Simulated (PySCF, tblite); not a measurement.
# GeH₆O₄Ti, a small molecule taken as a stand-in for a surface group (germyl): NMR shifts, core binding energies and electronic excitations, part 2 of 2

tblite 0.8.0 and PySCF 2.14.0. Atoms count from 0, parts from 1.

## 5. X-ray photoelectron lines: SCAN, X2C

What the job is given:

```
{"job": {"kind": "xps", "holes": 5}, "charge": 0, "multiplicity": 1}
Ge     1.248399     0.675161    -1.911033
O      0.734491     0.465723    -0.226396
Ti    -0.436167    -0.249417     0.910312
O     -1.592270    -1.203448    -0.072595
O     -1.300232     1.030999     1.794778
O      0.388686    -1.322211     2.078558
H      1.495240    -0.715181    -2.524994
H      2.545300     1.503127    -1.896114
H      0.134531     1.419572    -2.671171
H     -1.720762    -2.156351    -0.065773
H     -1.847369     1.784727     1.562989
H      0.388669    -1.260248     3.038433
```

With the program's defaults for keys left out, this is: delta-SCF UKS SCAN, pcX-2 on the ionised atom, pcseg-1 elsewhere, spin-free X2C.

The log of the run:

```text
ground state, core basis on atom 1 (O), 175 functions
  cycle   1  E = -3251.49164378  |g| = 1.70e+00
  cycle   2  E = -3238.52738634  |g| = 7.63e+00
  cycle   3  E = -3251.63732302  |g| = 1.34e+00
  cycle   4  E = -3251.92692773  |g| = 6.93e-01
  cycle   5  E = -3252.01104425  |g| = 3.65e-01
  cycle   6  E = -3252.03571919  |g| = 1.05e-01
  cycle   7  E = -3252.03829972  |g| = 2.04e-02
  cycle   8  E = -3252.03835152  |g| = 1.26e-02
  cycle   9  E = -3252.03838252  |g| = 2.17e-03
  cycle  10  E = -3252.03838386  |g| = 4.12e-04
  E(ground) = -3252.08611730 Eh
hole in O 1s of atom 1
  cycle   1  E = -3231.45267263  |g| = 2.25e+00
  cycle   2  E = -3230.45180429  |g| = 2.54e+00
  cycle   3  E = -3231.75963977  |g| = 1.02e+00
  cycle   4  E = -3230.75637880  |g| = 2.15e+00
  cycle   5  E = -3232.13072945  |g| = 7.00e-01
  cycle   6  E = -3232.28744259  |g| = 2.52e-01
  cycle   7  E = -3232.31654796  |g| = 5.43e-02
  cycle   8  E = -3232.31720982  |g| = 3.72e-02
  cycle   9  E = -3232.31781295  |g| = 3.19e-03
  cycle  10  E = -3232.31781838  |g| = 1.37e-03
  cycle  11  E = -3232.31781814  |g| = 1.39e-03
  cycle  12  E = -3232.31781816  |g| = 1.84e-04
  E(ion) = -3232.36652280 Eh   <S^2> = 0.7644   hole on atom = 1.000   binding energy = 536.597 eV
ground state, core basis on atom 3 (O), 175 functions
  cycle   1  E = -3252.03151209  |g| = 1.77e-01
  cycle   2  E = -3252.00418151  |g| = 3.94e-01
  cycle   3  E = -3252.03519498  |g| = 5.28e-02
  cycle   4  E = -3252.03494406  |g| = 6.11e-02
  cycle   5  E = -3252.03582039  |g| = 8.20e-03
  cycle   6  E = -3252.03583364  |g| = 1.73e-03
  cycle   7  E = -3252.03583350  |g| = 6.46e-04
  cycle   8  E = -3252.03583297  |g| = 3.27e-04
  E(ground) = -3252.08498799 Eh
hole in O 1s of atom 3
  cycle   1  E = -3231.44379306  |g| = 2.23e+00
  cycle   2  E = -3229.03173097  |g| = 2.82e+00
  cycle   3  E = -3231.58815017  |g| = 1.13e+00
  cycle   4  E = -3230.25673657  |g| = 2.47e+00
  cycle   5  E = -3232.08072793  |g| = 7.31e-01
  cycle   6  E = -3232.07285483  |g| = 7.09e-01
  cycle   7  E = -3232.26296532  |g| = 1.95e-01
  cycle   8  E = -3232.28059753  |g| = 4.00e-02
  cycle   9  E = -3232.28127464  |g| = 1.92e-02
  cycle  10  E = -3232.28140385  |g| = 8.06e-03
  cycle  11  E = -3232.28143052  |g| = 1.27e-03
  cycle  12  E = -3232.28143278  |g| = 3.86e-04
  E(ion) = -3232.33260154 Eh   <S^2> = 0.7621   hole on atom = 1.000   binding energy = 537.490 eV
ground state, core basis on atom 4 (O), 175 functions
  cycle   1  E = -3252.03512443  |g| = 1.36e-01
  cycle   2  E = -3252.02396180  |g| = 2.53e-01
  cycle   3  E = -3252.03636616  |g| = 5.72e-02
  cycle   4  E = -3252.03635759  |g| = 5.65e-02
  cycle   5  E = -3252.03708879  |g| = 5.64e-03
  cycle   6  E = -3252.03709296  |g| = 2.72e-03
  cycle   7  E = -3252.03709237  |g| = 6.10e-04
  cycle   8  E = -3252.03709231  |g| = 2.49e-04
  E(ground) = -3252.08509425 Eh
hole in O 1s of atom 4
  cycle   1  E = -3231.44259411  |g| = 2.23e+00
  cycle   2  E = -3228.56413451  |g| = 2.86e+00
  cycle   3  E = -3231.55827254  |g| = 1.14e+00
  cycle   4  E = -3230.41058855  |g| = 2.37e+00
  cycle   5  E = -3232.04514534  |g| = 7.94e-01
  cycle   6  E = -3231.97868803  |g| = 8.66e-01
  cycle   7  E = -3232.26618473  |g| = 1.80e-01
  cycle   8  E = -3232.27927951  |g| = 6.65e-02
  cycle   9  E = -3232.28152488  |g| = 2.33e-02
  cycle  10  E = -3232.28172652  |g| = 8.66e-03
  cycle  11  E = -3232.28175901  |g| = 1.64e-03
  cycle  12  E = -3232.28176056  |g| = 3.84e-04
  E(ion) = -3232.33054616 Eh   <S^2> = 0.7620   hole on atom = 1.000   binding energy = 537.549 eV
ground state, core basis on atom 5 (O), 175 functions
  cycle   1  E = -3252.03498634  |g| = 1.33e-01
  cycle   2  E = -3252.02499763  |g| = 2.41e-01
  cycle   3  E = -3252.03606731  |g| = 5.84e-02
  cycle   4  E = -3252.03605237  |g| = 5.83e-02
  cycle   5  E = -3252.03682670  |g| = 5.56e-03
  cycle   6  E = -3252.03683150  |g| = 2.64e-03
  cycle   7  E = -3252.03683295  |g| = 6.21e-04
  cycle   8  E = -3252.03683149  |g| = 2.14e-04
  E(ground) = -3252.08498192 Eh
hole in O 1s of atom 5
  cycle   1  E = -3231.44207155  |g| = 2.23e+00
  cycle   2  E = -3228.56069318  |g| = 2.85e+00
  cycle   3  E = -3231.57978430  |g| = 1.12e+00
  cycle   4  E = -3230.47514252  |g| = 2.32e+00
  cycle   5  E = -3232.08392636  |g| = 7.23e-01
  cycle   6  E = -3232.03882301  |g| = 7.64e-01
  cycle   7  E = -3232.26781498  |g| = 1.64e-01
  cycle   8  E = -3232.27911634  |g| = 5.53e-02
  cycle   9  E = -3232.28071483  |g| = 1.66e-02
  cycle  10  E = -3232.28079814  |g| = 9.09e-03
  cycle  11  E = -3232.28083139  |g| = 1.46e-03
  cycle  12  E = -3232.28083275  |g| = 3.29e-04
  E(ion) = -3232.33060809 Eh   <S^2> = 0.7620   hole on atom = 1.000   binding energy = 537.544 eV
```

It took 36 s on 1 thread of Arm Neoverse V1, shared host; peak memory 0.63 GiB.

Binding energies by hole, beside the orbital energy of the ground state; the difference holds orbital relaxation and, for a density functional, its self-interaction error:

```csv
hole,stands for,environment,ΔSCF (eV),−ε (eV),⟨S²⟩
O1s on O1,O1,"oxygen bonded to Ge, Ti",536.60,516.1,0.764
O1s on O3,O3,"oxygen bonded to Ti, H",537.49,516.3,0.762
O1s on O4,O4,"oxygen bonded to Ti, H",537.55,516.4,0.762
O1s on O5,O5,"oxygen bonded to Ti, H",537.54,516.4,0.762
```

## 6. Excited states and response: CAM-B3LYP/def2-SVPD

Settings changed since step 5:

```diff
@@ -1,2 +1,2 @@
-{"job": {"kind": "xps", "holes": 5}, "charge": 0, "multiplicity": 1}
+{"job": {"kind": "uv", "xc": "CAM-B3LYP", "basis": "def2-SVPD", "nstates": 6, "ntriplets": 2, "ip": true}, "charge": 0, "multiplicity": 1}
 Ge     1.248399     0.675161    -1.911033
```

Method: TDDFT CAM-B3LYP/def2-SVPD, vertical, gas phase, core orbitals frozen in the response.

The log of the run:

```text
coarse grid: 50424 points
cycle   1  E = -3230.1457801827  dE = -2.867e-01  |g| = 1.689e+00  |ddm| = 4.554e+00
cycle   2  E = -3226.4502557809  dE =  3.696e+00  |g| = 5.227e+00  |ddm| = 5.364e+00
cycle   3  E = -3230.5869687385  dE = -4.137e+00  |g| = 7.633e-01  |ddm| = 3.736e+00
cycle   4  E = -3230.6890077375  dE = -1.020e-01  |g| = 2.352e-01  |ddm| = 8.933e-01
cycle   5  E = -3230.7010126338  dE = -1.200e-02  |g| = 4.258e-02  |ddm| = 2.470e-01
cycle   6  E = -3230.7012964605  dE = -2.838e-04  |g| = 1.733e-02  |ddm| = 4.765e-02
cycle   7  E = -3230.7013538882  dE = -5.743e-05  |g| = 3.755e-03  |ddm| = 1.966e-02
cycle   8  E = -3230.7013565287  dE = -2.640e-06  |g| = 1.299e-03  |ddm| = 4.284e-03
final grid: 103360 points
cycle   9  E = -3230.7013248772  dE =  4.744e-09  |g| = 1.666e-03  |ddm| = 4.128e-03
cycle  10  E = -3230.7013241552  dE =  7.220e-07  |g| = 2.596e-03  |ddm| = 3.364e-03
cycle  11  E = -3230.7013253415  dE = -1.186e-06  |g| = 2.898e-04  |ddm| = 2.172e-03
cycle  12  E = -3230.7013253537  dE = -1.215e-08  |g| = 4.964e-05  |ddm| = 2.683e-04
cycle  13  E = -3230.7013253544  dE = -7.285e-10  |g| = 5.405e-05  |ddm| = 1.032e-04
cycle  14  E = -3230.7013253551  dE = -7.344e-10  |g| = 7.622e-06  |ddm| = 6.626e-05
converged SCF energy = -3230.7013253551

Static polarisability (au): isotropic 83.215, principal 75.316 78.097 96.232

Singlet excitations
state   eV       nm        f      main configurations
  1   5.7994    213.8   0.00282   H->L 0.81
  2   5.9069    209.9   0.01086   H-1->L 0.69, H-2->L 0.08
  3   6.0435    205.2   0.00702   H-1->L+1 0.51, H->L+1 0.19
  4   6.2443    198.6   0.04731   H->L+1 0.49, H-1->L+1 0.15
  5   6.3782    194.4   0.01389   H-2->L 0.63, H-3->L 0.12
  6   6.5482    189.3   0.00576   H-2->L+1 0.55, H-3->L+1 0.14

Triplet excitations (Tamm-Dancoff, eV): 5.5647 5.7030
Vertical electron affinity (delta-SCF) = -0.3804 eV
```

Wall time 6 min (1 thread of Arm Neoverse V1, shared host); peak memory 1.2 GiB.

The orbitals next to the gap, with their largest atomic shares:

```csv
orbital,eV,atoms
HOMO−3,-10.89,"O3 30 %, O5 26 %, Ge0 10 %"
HOMO−2,-10.62,"O3 38 %, O4 29 %, O5 10 %"
HOMO−1,-9.94,"O1 41 %, Ge0 13 %, O3 13 %"
HOMO,-9.92,"O1 42 %, Ge0 14 %, O4 12 %"
LUMO,-0.07,"Ti2 73 %, O4 5 %, O3 5 %"
LUMO+1,0.12,"Ti2 72 %, O5 6 %, O3 6 %"
LUMO+2,0.28,"Ti2 62 %, O4 6 %, Ge0 6 %"
```

With each of the 6 states as a Gaussian band of 0.4 eV half-width at 1/e, the curve within the window shown has maxima at 199 nm (ε 3,000) L/(mol cm). Beyond the last state computed it falls off for lack of states. The curve at chosen wavelengths:

(nm, ε (L/mol/cm)): (181, 477), (183, 729), (186, 1227), (188, 1615), (190, 2012), (192, 2383), (195, 2811), (197, 2972), (199, 3021), (202, 2894), (204, 2702), (206, 2453), (208, 2170), (211, 1730), (213, 1450), (215, 1193), (217, 964), (220, 679), (222, 527), (224, 402), (227, 261), (229, 192), (231, 139), (233, 99), (236, 58), (238, 40)

Further results of this job:

```csv
property,computed
dipole moment (D),0.54
polarisability (Å³),12.33
HOMO–LUMO gap (eV),9.85
−ε(HOMO) (eV),9.92
```

## 7. Summary of results

The summary covers parts 1 to 2.

```
                                 quantity                                             value
                              point group                                                C1
     rotational constants (main isotopes)                              3.21, 0.72, 0.72 GHz
    ¹H shifts against TMS (PBE0/pcSseg-1)            7.08, 6.67, 5.72, 5.38, 5.38, 5.00 ppm
⁷³Ge shifts against GeMe4 (PBE0/pcSseg-1)                                           -75 ppm
   ¹⁷O shifts against H2O (PBE0/pcSseg-1)                    328.6, 310.4, 307.9, 299.1 ppm
         shieldings of Ti (PBE0/pcSseg-1)                                    Ti2 -159.5 ppm
         O1s binding energies, SCAN/pcX-2     O4 537.55, O5 537.54, O3 537.49, O1 536.60 eV
     lowest singlet (CAM-B3LYP/def2-SVPD)                       5.80 eV (214 nm), f = 0.003
 brightest single state of those computed                       state 4, 6.24 eV, f = 0.047
                           lowest triplet                                           5.56 eV
        vertical electron affinity (ΔSCF)  -0.38 eV (unbound: the value hangs on the basis)
```

The optimisation took 15 steps and gained 0.776 eV; among the close pairs (by a distance rule), Ti2–H9 changed most, from 2.392 to 2.498 Å (PBE0/def2-SVP). O4 (oxygen bonded to Ti, H) binds its O1s electron 0.95 eV more tightly than O1 (oxygen bonded to Ge, Ti). The lowest singlet, at 5.80 eV, is HOMO→LUMO 0.81 and is weak; of the 6 states computed, the strongest absorption comes from state 4 at 6.24 eV. The lowest triplet lies 0.23 eV below the lowest singlet (triplets in Tamm-Dancoff, singlets in full TDDFT). Spin-orbit coupling is left out, which matters for shieldings and couplings at and beside the heavy atoms. A capped cluster stands for the solid here, so long-range fields and strain are missing, and bands or shifts of the capping hydrogens have no counterpart in it.
